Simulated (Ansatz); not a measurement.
# CH4ClF2MoNO: one species, many methods

One table from this session's results is given with a row withheld; the runs are named, their logs left out.

Program: Ansatz 0.2.0, Gaussian basis. Level of theory: functionals in def2-TZVPP, the program's frozen cores in correlated methods. These are calculated values, not measurements.

The runs, in order: LDA (SPW92), PBE-D4, revPBE-D4, BLYP-D4, r2SCAN-D4, B97M-V, PBE0-D4, B3LYP-D4, r2SCANh-D4, r2SCAN0-D4, HSE06-D4, BHLYP-D4, CAM-B3LYP-D4, LC-ωPBE, ωB97X-V, ωB97M-V, B2PLYP, PBE-QIDH; CCSD(T)/def2-SVP; MP2/def2-TZVPP; MP2/def2-QZVPP; RPA on PBE.

### The relaxed structure

An earlier PBE0-D4 in a triple-zeta def2 set relaxation fixed the geometry. Mo takes the def2 core potential; no spin-orbit term is included.

SMILES `C[N]=[Mo]([OH])([F])([F])[Cl]`, 11 atoms, charge 0, spin multiplicity 1.

Atoms are counted from 1 here; the program's logs count them from 0.

Bond lengths: C1–N2 1.405 Å, C1–H8 1.095 Å, C1–H9 1.098 Å, C1–H10 1.095 Å, N2–Mo3 1.719 Å, Mo3–O4 1.842 Å, Mo3–F5 1.840 Å, Mo3–F6 1.903 Å, Mo3–Cl7 2.291 Å, O4–H11 0.963 Å. Angles: N2–C1–H8 110.6°, N2–C1–H9 108.8°, N2–C1–H10 110.7°, H8–C1–H9 109.0°, H8–C1–H10 108.9°, H9–C1–H10 108.9°, C1–N2–Mo3 163.0°, N2–Mo3–O4 100.2°, N2–Mo3–F5 95.4°, N2–Mo3–F6 167.6°, N2–Mo3–Cl7 87.3°, O4–Mo3–F5 116.6°, O4–Mo3–F6 90.6°, O4–Mo3–Cl7 115.3°, F5–Mo3–F6 84.9°, F5–Mo3–Cl7 126.6°, F6–Mo3–Cl7 82.6°, Mo3–O4–H11 118.1°.

The first run:

Contents of in.yaml:

```yaml
crystal:
  periodic: [false, false, false]
  atoms:
    - {symbol: C, position_ang: [0.992741, -1.522595, -0.565639]}
    - {symbol: N, position_ang: [0.118824, -0.456466, -0.292737]}
    - {symbol: Mo, position_ang: [-0.511078, 1.089850, 0.114926]}
    - {symbol: O, position_ang: [-1.885102, 0.597626, 1.238958]}
    - {symbol: F, position_ang: [-0.977544, 1.547467, -1.605293]}
    - {symbol: F, position_ang: [-0.819969, 2.925786, 0.507417]}
    - {symbol: Cl, position_ang: [1.491520, 1.512461, 1.144536]}
    - {symbol: H, position_ang: [1.129167, -1.641741, -1.645406]}
    - {symbol: H, position_ang: [1.965602, -1.309413, -0.104024]}
    - {symbol: H, position_ang: [0.602351, -2.458193, -0.152056]}
    - {symbol: H, position_ang: [-2.041112, -0.341683, 1.380119]}
basis:
  gaussian: {orbitals: def2-TZVPP}
hamiltonian: {xc: lda}
output: {orbitals: {seedname: orbitals}}
```

The run is started by

```console
> ansatz run in.yaml --threads 4 --pin off --events-out ev --progress --plain --max-ram 11315MiB
```

Steps of the session up to this table: LDA; PBE-D4 (GGA); revPBE-D4 (GGA); BLYP-D4 (GGA); r2SCAN-D4 (meta-GGA); B97M-V (meta-GGA); B3LYP-D4 (hybrid); r2SCANh-D4 (hybrid); r2SCAN0-D4 (hybrid); HSE06-D4 (hybrid); BHLYP-D4 (hybrid); CAM-B3LYP-D4 (range-separated); LC-ωPBE (range-separated); ωB97X-V (range-separated); ωB97M-V (range-separated); B2PLYP (double hybrid); PBE-QIDH (double hybrid).

One of the session's tables, all rows but one given; the rest of the session is left out.

It belongs to the step «Orbital energies across the functionals». 

| functional | HOMO (eV) | LUMO (eV) | gap (eV) |
| --- | --- | --- | --- |
| LDA (SPW92) | -7.16 | -3.68 | 3.49 |
| PBE-D4 | -6.98 | -3.46 | 3.52 |
| revPBE-D4 | -6.91 | -3.38 | 3.53 |
| BLYP-D4 | -6.85 | -3.38 | 3.47 |
| r2SCAN-D4 | -7.31 | -3.48 | 3.83 |
| B97M-V | -7.40 | -3.46 | 3.94 |
| PBE0-D4 | -8.41 | -2.77 | 5.64 |
| B3LYP-D4 | -8.16 | -3.00 | 5.16 |
| r2SCANh-D4 | -7.84 | -3.20 | 4.63 |
| r2SCAN0-D4 | -8.63 | -2.78 | 5.85 |
| HSE06-D4 | -8.01 | -3.14 | 4.86 |
| BHLYP-D4 | -9.71 | -1.93 | 7.78 |
| CAM-B3LYP-D4 | -9.80 | -1.74 | 8.06 |
| LC-ωPBE | -11.15 | -0.60 | 10.55 |
| ωB97X-V | -10.79 | -0.66 | 10.13 |
| ωB97M-V | ? | ? | ? |

Q: Estimate the row for ωB97M-V from the others.

As computed: HOMO (eV): -10.68; LUMO (eV): -0.67; gap (eV): 10.01. In the column «HOMO (eV)» it lies between ωB97X-V (-10.79) and CAM-B3LYP-D4 (-9.80).
